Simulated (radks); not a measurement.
# Excited configurations of Zr³⁺

The task here is to estimate one member of a computed series from the others.

The numbers are computed with radks (a radial shooting solver on a logarithmic mesh, Libxc functionals) version 1 (scalar-relativistic Kohn-Sham, SCAN, spin-polarised, spherical densities, finite nucleus; open shells are filled with parallel spins first), except any that are marked as measured or tabulated.

2 further runs of the same task are left out: 2 that didn't finish.

### The atom as given

```
element            : zirconium (Z = 40)
charge             : +3
electrons          : 37
configuration      : [Kr] 4d1
nuclear rms radius : 4.2694 fm
```

Outer shells as boxes (Hund's rule):

Zr³⁺
```
[Kr] core
4d [↑ ][  ][  ][  ][  ]
```

The first run:

Input:

```text
Z 40
configuration [Kr] 4d1
relativity scalar-relativistic
functional scan,scan
spin polarised
nucleus finite rms 4.2694 fm
c 137.035999084
```

Launch:

```bash
> python run_ks.py task.json out
```

All runs below come from this command, one after another.

Among the steps run: Ground configuration: [Kr] 4d1.

One table of the session follows, with a row left open; its other results are not shown here.

It belongs to the step «Ground configuration: [Kr] 4d1». Radial moments (bohr):

| level | <r> | outermost maximum (interpolated) | 90 % within | nodes |
| --- | --- | --- | --- | --- |
| 3d up | 0.4523 | 0.348 | 0.727 | 0 |
| 3d down | 0.4523 | 0.348 | 0.727 | 0 |
| 4s up | 1.208 | 1.08 | 1.76 | 3 |
| 4s down | 1.204 | 1.07 | 1.75 | 3 |
| 4p up | ? | ? | ? | ? |
| 4p down | 1.336 | 1.17 | 1.97 | 2 |
| 4d up | 1.822 | 1.49 | 2.80 | 1 |
| 4d down | 1.791 | 1.47 | 2.76 | 1 |

Q: Estimate the row for 4p up from the others.

The run gave: <r>: 1.344; outermost maximum (interpolated): 1.17; 90 % within: 1.98; nodes: 2. In the column «<r>» it lies between 4p down (1.336) and 4d down (1.791).

Caveats from the session: Open shells are spherical and high-spin; term and fine-structure splittings are not resolved.
